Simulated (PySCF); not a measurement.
**C2H7O2PSi: geometry, spin-spin couplings**

Aim: predict the spin-spin couplings of C2H7O2PSi (`CC(=O)O[SiH2]P`).

The runs use PySCF 2.14.0, with density-fitted response routines of our own; the level of theory stands in each step. All values are computed, except where a source is named. Atoms count from 0, in the outputs and in this text.

## Step 1: The molecule as given

13 atoms, charge 0, multiplicity 1; geometry from: GFN2-xTB. The atoms were then displaced at random by about 0.01 Å, so the start is not that level's minimum.

Bonds of the start (Å): C0–C1 1.51, C1–O2 1.20, C1–O3 1.30, O3–Si4 1.69, Si4–P5 2.24, C0–H6 1.10, C0–H7 1.07, C0–H8 1.12, Si4–H9 1.48, Si4–H10 1.44, P5–H11 1.39, P5–H12 1.40.

## Step 2: Geometry optimisation at PBE0-D3(BJ)/def2-SVP

The job: settings as JSON, then the geometry in Å.

```
{"job": {"xc": "PBE0", "basis": "def2-SVP", "d3": "d3bj", "grid": 1, "shake": 0.01, "kind": "geom"}, "charge": 0, "multiplicity": 1}
C      2.448400     0.505160    -0.159200
C      1.284600    -0.422320     0.075910
O      1.376220    -1.591030     0.310070
O      0.136770     0.178030    -0.009200
Si    -1.302120    -0.695270     0.189400
P     -2.739850     0.938890    -0.327010
H      2.364780     0.913510    -1.178320
H      3.391050     0.024650    -0.031720
H      2.347650     1.377470     0.540860
H     -1.328440    -1.219490     1.573500
H     -1.373560    -1.772380    -0.770500
H     -2.716150     1.550790     0.922610
H     -3.883530     0.195110    -0.025320
```

On the command line:

```bash
$ OMP_NUM_THREADS=1 python probes_run.py task.json out
```

This one command runs all jobs of the session in turn.

Output:

```text
step   0  E = -860.90105791  max force = 0.036814
step   1  E = -860.90638433  max force = 0.011847
step   2  E = -860.90683174  max force = 0.005814
step   3  E = -860.90686008  max force = 0.003800
step   4  E = -860.90696612  max force = 0.001091
step   5  E = -860.90697579  max force = 0.000498
step   6  E = -860.90698158  max force = 0.000507
step   7  E = -860.90698275  max force = 0.000272
optimisation converged
```

Wall time 49 s (1 thread of Arm Neoverse V2, shared host); peak memory 0.52 GiB.

Along the way:

| step | energy from step 0 (eV) | largest force component (eV/Å) |
| --- | --- | --- |
| 0 | 0.0000 | 1.8931 |
| 1 | -0.1449 | 0.6092 |
| 2 | -0.1571 | 0.2990 |
| 3 | -0.1579 | 0.1954 |
| 4 | -0.1608 | 0.0561 |
| 5 | -0.1610 | 0.0256 |
| 6 | -0.1612 | 0.0261 |
| 7 | -0.1612 | 0.0140 |

Distances of close pairs at the start and the end, largest changes first:

| bond | before (Å) | after (Å) | change (Å) |
| --- | --- | --- | --- |
| Si4–H10 | 1.445 | 1.488 | +0.043 |
| C1–O3 | 1.298 | 1.341 | +0.043 |
| P5–H11 | 1.392 | 1.429 | +0.038 |
| P5–H12 | 1.397 | 1.431 | +0.034 |
| C0–H7 | 1.066 | 1.095 | +0.030 |
| O3–Si4 | 1.695 | 1.721 | +0.026 |
| C0–H8 | 1.123 | 1.100 | -0.023 |
| Si4–P5 | 2.237 | 2.254 | +0.017 |

The next job starts from the end point, and lists it.

| at the end point | value |
| --- | --- |
| point group (found at 0.08 Å tolerance) | C1 |
| rotational constants (GHz, main isotopes) | 6.117, 1.055, 0.921 |
| dipole moment (D) | 1.34 |

## Step 3: Indirect couplings: B3LYP/cc-pVTZ

The job: settings as JSON, then the geometry in Å.

```
{"job": {"kind": "j", "xc": "B3LYP", "basis": "cc-pVTZ"}, "charge": 0, "multiplicity": 1}
C      2.505742     0.498339    -0.098245
C      1.301786    -0.372502     0.080018
O      1.317948    -1.548929     0.343344
O      0.148472     0.293061    -0.080314
Si    -1.296454    -0.620736     0.116496
P     -2.889466     0.896657    -0.373979
H      2.468485     0.985533    -1.083228
H      3.418715    -0.098852     0.000397
H      2.493048     1.297867     0.657300
H     -1.361577    -1.145496     1.507312
H     -1.358468    -1.715958    -0.888354
H     -2.848557     1.501335     0.920486
H     -3.933452    -0.012212    -0.010705
```

Level: B3LYP/cc-pVTZ indirect spin-spin coupling, non-relativistic, gas phase.

Output:

```text
coarse grid: 11936 points
cycle   1  E = -861.7449638732  dE =  6.542e-01  |g| = 1.040e+00  |ddm| = 6.826e+00
cycle   2  E = -861.2821812866  dE =  4.628e-01  |g| = 1.892e+00  |ddm| = 3.333e+00
cycle   3  E = -861.9177731564  dE = -6.356e-01  |g| = 3.083e-01  |ddm| = 2.286e+00
cycle   4  E = -861.9333947157  dE = -1.562e-02  |g| = 1.202e-01  |ddm| = 4.386e-01
cycle   5  E = -861.9356060031  dE = -2.211e-03  |g| = 3.355e-02  |ddm| = 1.443e-01
cycle   6  E = -861.9358482892  dE = -2.423e-04  |g| = 5.182e-03  |ddm| = 5.568e-02
cycle   7  E = -861.9358540749  dE = -5.786e-06  |g| = 9.869e-04  |ddm| = 8.991e-03
final grid: 106288 points
cycle   8  E = -861.9322991996  dE = -4.175e-05  |g| = 4.947e-03  |ddm| = 6.633e-02
cycle   9  E = -861.9322907368  dE =  8.463e-06  |g| = 8.331e-03  |ddm| = 1.706e-02
cycle  10  E = -861.9323037558  dE = -1.302e-05  |g| = 1.584e-03  |ddm| = 1.034e-02
cycle  11  E = -861.9323041924  dE = -4.366e-07  |g| = 3.384e-04  |ddm| = 2.110e-03
cycle  12  E = -861.9323042075  dE = -1.502e-08  |g| = 1.820e-04  |ddm| = 5.128e-04
cycle  13  E = -861.9323042134  dE = -5.903e-09  |g| = 1.979e-05  |ddm| = 2.322e-04
cycle  14  E = -861.9323042135  dE = -8.208e-11  |g| = 3.608e-06  |ddm| = 3.415e-05
converged SCF energy = -861.9323042135

Indirect spin-spin couplings (Hz)
  i      j    bonds     total        FC       PSO       DSO        SD
  0 C    1 C    1     52.724    54.137    -1.709     0.295         -
  0 C    2 O    2     -1.700    -2.866     1.125     0.042         -
  0 C    3 O    2    -16.065   -16.602     0.546    -0.009         -
  0 C    4 Si   3     -1.564    -1.402    -0.109     0.060    -0.112
  0 C    5 P    4      0.298     0.323     0.038    -0.059    -0.003
  0 C    6 H    1    118.774   116.720     1.379     0.674         -
  0 C    7 H    1    126.355   124.495     1.210     0.650         -
  0 C    8 H    1    117.698   115.616     1.407     0.675         -
  0 C    9 H    4      0.371     0.426     0.183    -0.238         -
  0 C   10 H    4      0.184     0.242     0.184    -0.242         -
  0 C   12 H    5      0.291     0.382     0.139    -0.230         -
  1 C    2 O    1     12.682    -0.696    13.495    -0.117         -
  1 C    3 O    1     32.690    26.417     6.463    -0.190         -
  1 C    4 Si   2      2.858     2.770     0.044     0.006     0.037
  1 C    5 P    3      3.826     3.559     0.144    -0.094     0.216
  1 C    6 H    2     -6.029    -6.047    -0.108     0.126         -
  1 C    7 H    2     -3.544    -3.242    -0.381     0.078         -
  1 C    8 H    2     -6.028    -6.077    -0.086     0.134         -
  1 C    9 H    3     -0.113     0.050    -0.123    -0.041         -
  1 C   10 H    3      0.213     0.381    -0.120    -0.048         -
  1 C   11 H    4     -0.282    -0.222     0.100    -0.161         -
  1 C   12 H    4      0.349     0.512     0.131    -0.293         -
  2 O    4 Si   3      2.580     1.838     0.479     0.010     0.253
  2 O    5 P    4      0.280     0.146     0.037     0.056     0.042
  2 O    6 H    3     -0.989    -1.242    -0.012     0.265         -
  2 O    7 H    3     -0.272    -0.749     0.458     0.018         -
  2 O    8 H    3     -0.850    -1.073    -0.029     0.251         -
  2 O    9 H    4     -0.743    -0.776     0.123    -0.090         -
  2 O   10 H    4     -0.748    -0.782     0.125    -0.091         -
  3 O    4 Si   1    -27.730   -24.596    -4.446     0.067     1.245
  3 O    5 P    2    -22.877   -22.992     0.276    -0.016    -0.145
  3 O    6 H    3      0.428     0.403     0.093    -0.067         -
  3 O    7 H    3     -6.920    -7.053    -0.114     0.247         -
  3 O    8 H    3      0.620     0.598     0.073    -0.050         -
  3 O    9 H    2     -1.698    -1.781    -0.018     0.101         -
  3 O   10 H    2     -1.036    -1.111    -0.036     0.110         -
  3 O   11 H    3      0.891     0.939    -0.000    -0.047         -
  3 O   12 H    3     -6.640    -6.819    -0.013     0.192         -
  4 Si   5 P    1     29.938    29.227     9.345    -0.076    -8.557
  4 Si   7 H    4     -2.222    -2.197    -0.248     0.245    -0.022
  4 Si   8 H    4      0.151     0.225    -0.200     0.182    -0.056
  4 Si   9 H    1   -194.194  -194.789     1.053    -0.349    -0.108
  4 Si  10 H    1   -185.166  -185.757     1.042    -0.351    -0.101
  4 Si  11 H    2      7.752     7.403     0.452    -0.021    -0.082
  4 Si  12 H    2      2.759     2.620     0.315    -0.043    -0.133
  5 P    6 H    5     -0.193    -0.056     0.004    -0.117    -0.023
  5 P    7 H    5      0.246     0.382     0.190    -0.328     0.002
  5 P    8 H    5     -0.178    -0.077     0.077    -0.146    -0.033
  5 P    9 H    2     -5.055    -3.705    -0.678    -0.371    -0.301
  5 P   10 H    2     36.231    37.088    -0.543    -0.264    -0.050
  5 P   11 H    1    114.158   106.335     8.400     0.378    -0.955
  5 P   12 H    1    119.610   111.321     8.835     0.367    -0.913
  6 H    7 H    2     -9.756    -9.699     2.603    -2.659         -
  6 H    8 H    2    -16.758   -16.818     2.361    -2.301         -
  6 H   10 H    5      0.259     0.360     0.439    -0.539         -
  6 H   12 H    6     -0.393    -0.034     0.440    -0.800         -
  7 H    8 H    2    -10.583   -10.537     2.580    -2.626         -
  7 H    9 H    5     -0.167    -0.023     0.751    -0.894         -
  7 H   10 H    5     -0.161    -0.022     0.731    -0.870         -
  7 H   11 H    6     -0.157    -0.022     0.552    -0.687         -
  7 H   12 H    6     -0.240     0.057     0.579    -0.876         -
  8 H    9 H    5      0.313     0.390     0.397    -0.475         -
  8 H   12 H    6     -0.376    -0.039     0.435    -0.772         -
  9 H   10 H    2     14.748    15.949     0.575    -1.776         -
  9 H   11 H    3      5.551     5.307    -0.211     0.455         -
  9 H   12 H    3      0.965     0.895    -0.051     0.121         -
 10 H   11 H    3      8.568     9.825     0.773    -2.030         -
 10 H   12 H    3     -0.515    -0.523     0.018    -0.010         -
 11 H   12 H    2     -8.765    -8.873     0.952    -0.843         -
```

It took 67 s on 1 thread of Arm Neoverse V2, shared host; peak memory 1.1 GiB.

The basis is not made for couplings: without tight functions at the nuclei these values are rough.

A choice of the couplings up to four bonds, sorted by the number of bonds, with means over like pairs; isotopes 13C, 1H, 17O, 31P, 29Si:

| pair | bonds | J (Hz) | Fermi contact (Hz) | dihedral (°) |
| --- | --- | --- | --- | --- |
| Si4–H9 | 1 | -189.7 | -190.3 | – |
| C0–H6 | 1 | 120.9 | 118.9 | – |
| P5–H11 | 1 | 116.9 | 108.8 | – |
| C0–C1 | 1 | 52.7 | 54.1 | – |
| C1–O3 | 1 | 32.7 | 26.4 | – |
| Si4–P5 | 1 | 29.9 | 29.2 | – |
| O3–Si4 | 1 | -27.7 | -24.6 | – |
| C1–O2 | 1 | 12.7 | -0.7 | – |
| O3–P5 | 2 | -22.9 | -23.0 | – |
| C0–O3 | 2 | -16.1 | -16.6 | – |
| P5–H9 | 2 | 15.6 | 16.7 | – |
| H9–H10 | 2 | 14.7 | 15.9 | – |
| H6–H7 | 2 | -12.4 | -12.4 | – |
| H11–H12 | 2 | -8.8 | -8.9 | – |
| Si4–H11 | 2 | 5.3 | 5.0 | – |
| C1–H6 | 2 | -5.2 | -5.1 | – |
| C1–Si4 | 2 | 2.9 | 2.8 | – |
| C1–P5 | 3 | 3.8 | 3.6 | -177 |
| H9–H11 | 3 | 3.6 | 3.9 | – |
| O3–H11 | 3 | -2.9 | -2.9 | – |
| O2–Si4 | 3 | 2.6 | 1.8 | 0 |
| O3–H6 | 3 | -2.0 | -2.0 | – |
| C0–Si4 | 3 | -1.6 | -1.4 | -180 |

The spin-dipole term was solved for some atoms only; pairs without it lack that part.

The response was solved for the nuclei of C, H, P, Si alone, so couplings that need other nuclei can be missing.

Quadrupole couplings from the field gradients of the same density:

| atom | isotope | eQq/h (MHz) | η |
| --- | --- | --- | --- |
| O2 | 17O | 9.259 | 0.25 |
| O3 | 17O | -7.684 | 0.04 |

## Step 4: Indirect couplings: B3LYP/6-31G*

The job, as its differences from that of step 3:

```diff
@@ -1,2 +1,2 @@
-{"job": {"kind": "j", "xc": "B3LYP", "basis": "cc-pVTZ"}, "charge": 0, "multiplicity": 1}
+{"job": {"kind": "j", "xc": "B3LYP", "basis": "6-31G*"}, "charge": 0, "multiplicity": 1}
 C      2.505742     0.498339    -0.098245
```

With the program's defaults for keys left out, this is: B3LYP/6-31G* indirect spin-spin coupling, non-relativistic, gas phase.

Output:

```text
coarse grid: 11936 points
cycle   1  E = -861.6477684491  dE =  6.785e-01  |g| = 9.851e-01  |ddm| = 3.358e+00
cycle   2  E = -861.2112273435  dE =  4.365e-01  |g| = 1.784e+00  |ddm| = 2.229e+00
cycle   3  E = -861.8182116564  dE = -6.070e-01  |g| = 3.104e-01  |ddm| = 1.628e+00
cycle   4  E = -861.8362450180  dE = -1.803e-02  |g| = 9.562e-02  |ddm| = 3.008e-01
cycle   5  E = -861.8377423272  dE = -1.497e-03  |g| = 2.955e-02  |ddm| = 8.001e-02
cycle   6  E = -861.8379541217  dE = -2.118e-04  |g| = 3.706e-03  |ddm| = 2.812e-02
cycle   7  E = -861.8379573732  dE = -3.251e-06  |g| = 8.007e-04  |ddm| = 4.391e-03
final grid: 106288 points
cycle   8  E = -861.7636436022  dE = -8.495e-06  |g| = 4.265e-03  |ddm| = 1.395e-02
cycle   9  E = -861.7636374115  dE =  6.191e-06  |g| = 7.015e-03  |ddm| = 8.315e-03
cycle  10  E = -861.7636474922  dE = -1.008e-05  |g| = 1.409e-03  |ddm| = 5.552e-03
cycle  11  E = -861.7636478846  dE = -3.925e-07  |g| = 1.932e-04  |ddm| = 1.125e-03
cycle  12  E = -861.7636478908  dE = -6.135e-09  |g| = 7.584e-05  |ddm| = 1.955e-04
cycle  13  E = -861.7636478918  dE = -1.092e-09  |g| = 1.366e-05  |ddm| = 6.569e-05
cycle  14  E = -861.7636478919  dE = -4.388e-11  |g| = 2.274e-06  |ddm| = 1.543e-05
converged SCF energy = -861.7636478919

Indirect spin-spin couplings (Hz)
  i      j    bonds     total        FC       PSO       DSO        SD
  0 C    1 C    1     71.060    72.147    -1.385     0.297         -
  0 C    2 O    2     -2.158    -3.160     0.963     0.039         -
  0 C    3 O    2    -14.182   -14.598     0.426    -0.010         -
  0 C    4 Si   3     -2.154    -2.026    -0.087     0.060    -0.101
  0 C    5 P    4      0.363     0.365     0.061    -0.059    -0.004
  0 C    6 H    1    144.915   143.235     0.943     0.737         -
  0 C    7 H    1    152.227   150.693     0.818     0.715         -
  0 C    8 H    1    143.976   142.272     0.966     0.738         -
  0 C    9 H    4      0.287     0.371     0.152    -0.236         -
  0 C   12 H    5      0.297     0.425     0.101    -0.229         -
  1 C    2 O    1      8.518    -3.476    12.127    -0.134         -
  1 C    3 O    1     17.332    12.110     5.421    -0.199         -
  1 C    4 Si   2      2.013     1.873     0.112     0.006     0.023
  1 C    5 P    3      2.990     2.723     0.162    -0.093     0.199
  1 C    6 H    2     -5.480    -5.514    -0.106     0.139         -
  1 C    7 H    2     -3.513    -3.286    -0.315     0.088         -
  1 C    8 H    2     -5.516    -5.578    -0.086     0.147         -
  1 C    9 H    3      0.126     0.302    -0.140    -0.037         -
  1 C   10 H    3      0.435     0.618    -0.139    -0.044         -
  1 C   11 H    4     -0.332    -0.233     0.059    -0.159         -
  2 O    4 Si   3      2.203     1.480     0.469     0.011     0.243
  2 O    5 P    4      0.319     0.213     0.013     0.055     0.038
  2 O    6 H    3     -2.048    -2.363     0.059     0.256         -
  2 O    7 H    3     -0.235    -0.683     0.437     0.011         -
  2 O    8 H    3     -2.052    -2.343     0.049     0.242         -
  2 O    9 H    4     -0.822    -0.826     0.095    -0.091         -
  2 O   10 H    4     -0.832    -0.836     0.096    -0.093         -
  3 O    4 Si   1    -18.644   -16.083    -3.635     0.069     1.006
  3 O    5 P    2    -19.132   -19.169     0.178    -0.015    -0.126
  3 O    6 H    3      0.200     0.168     0.103    -0.070         -
  3 O    7 H    3     -5.988    -6.155    -0.075     0.242         -
  3 O    8 H    3      0.315     0.281     0.087    -0.053         -
  3 O    9 H    2     -2.217    -2.296    -0.014     0.093         -
  3 O   10 H    2     -1.593    -1.669    -0.027     0.102         -
  3 O   11 H    3      0.736     0.793    -0.010    -0.047         -
  3 O   12 H    3     -6.051    -6.227    -0.013     0.190         -
  4 Si   5 P    1      2.323     2.037     8.476    -0.076    -8.115
  4 Si   6 H    4      0.209     0.197    -0.106     0.183    -0.065
  4 Si   7 H    4     -1.746    -1.824    -0.144     0.243    -0.022
  4 Si   8 H    4      0.282     0.258    -0.099     0.181    -0.058
  4 Si   9 H    1   -215.693  -216.039     1.249    -0.379    -0.524
  4 Si  10 H    1   -208.414  -208.730     1.217    -0.381    -0.520
  4 Si  11 H    2      7.890     7.679     0.265    -0.026    -0.028
  4 Si  12 H    2      2.989     3.088     0.014    -0.048    -0.065
  5 P    7 H    5      0.196     0.311     0.207    -0.326     0.004
  5 P    9 H    2     -3.985    -2.755    -0.676    -0.362    -0.191
  5 P   10 H    2     31.650    32.223    -0.309    -0.256    -0.007
  5 P   11 H    1    161.619   156.523     4.251     0.451     0.395
  5 P   12 H    1    164.405   158.829     4.714     0.439     0.422
  6 H    7 H    2    -14.297   -13.195     1.430    -2.532         -
  6 H    8 H    2    -20.762   -19.915     1.327    -2.174         -
  6 H    9 H    5     -0.356     0.204     0.629    -1.189         -
  6 H   10 H    5      0.155     0.394     0.293    -0.531         -
  6 H   11 H    6     -0.213    -0.024     0.199    -0.388         -
  6 H   12 H    6     -0.549    -0.036     0.279    -0.792         -
  7 H    8 H    2    -15.044   -13.963     1.418    -2.498         -
  7 H    9 H    5     -0.387    -0.035     0.534    -0.886         -
  7 H   10 H    5     -0.380    -0.038     0.519    -0.862         -
  7 H   11 H    6     -0.316    -0.025     0.389    -0.680         -
  7 H   12 H    6     -0.416     0.064     0.388    -0.868         -
  8 H    9 H    5      0.217     0.421     0.262    -0.467         -
  8 H   10 H    5     -0.319     0.249     0.630    -1.198         -
  8 H   12 H    6     -0.532    -0.042     0.274    -0.764         -
  9 H   10 H    2     15.391    17.034     0.060    -1.703         -
  9 H   11 H    3      5.407     5.181    -0.251     0.478         -
  9 H   12 H    3      0.771     0.776    -0.153     0.148         -
 10 H   11 H    3      8.272     9.922     0.347    -1.997         -
 10 H   12 H    3     -0.588    -0.490    -0.118     0.020         -
 11 H   12 H    2    -12.763   -12.288     0.267    -0.743         -
```

It took 14 s on 1 thread of Arm Neoverse V2, shared host; peak memory 0.65 GiB.

This basis has no tight s functions, so the Fermi-contact terms are rough.

In short: J(Si4,H9) -212.1 Hz, J(P5,H11) 163.0 Hz, J(C0,H6) 147.0 Hz (means over like pairs).

## Step 5: Comparing the runs: spin-spin couplings

Couplings (Hz), each a mean over the pairs like the one named, with basis size and wall time:

| run | Si4–H9 | C0–H6 | P5–H11 | C0–C1 | C1–O3 | Si4–P5 | O3–Si4 | functions | time |
| --- | --- | --- | --- | --- | --- | --- | --- | --- | --- |
| B3LYP/cc-pVTZ | -189.7 | 120.9 | 116.9 | 52.7 | 32.7 | 29.9 | -27.7 | 286 | 67 s |
| B3LYP/6-31G* | -212.1 | 147.0 | 163.0 | 71.1 | 17.3 | 2.3 | -18.6 | 106 | 14 s |

## Step 6: Results

| quantity | value |
| --- | --- |
| point group | C1 |
| rotational constants (main isotopes) | 6.12, 1.06, 0.92 GHz |
| largest coupling of the table (B3LYP/cc-pVTZ) | ¹J(Si,H) Si4–H9, -189.7 Hz |
| range of J(Si4,H9), mean over like pairs | -212.1 to -189.7 Hz |

In words: Over 7 steps the energy fell by 0.161 eV; of the close pairs, Si4–H10 changed most, 1.445 to 1.488 Å. No frequency check was run at this level, so the end point may be a saddle. Of the pairs tabulated at B3LYP/cc-pVTZ, Si4–H9 (mean over like pairs) couples most strongly (-189.7 Hz; Fermi contact -190.3 Hz). Couplings across rotatable bonds belong to this one conformer; where others are populated, the observed values are averages. The coupling Si4–H9, as a mean over pairs of its kind, runs from -212.1 Hz (B3LYP/6-31G*) to -189.7 Hz (B3LYP/cc-pVTZ). Couplings from bases without tight functions are rough.
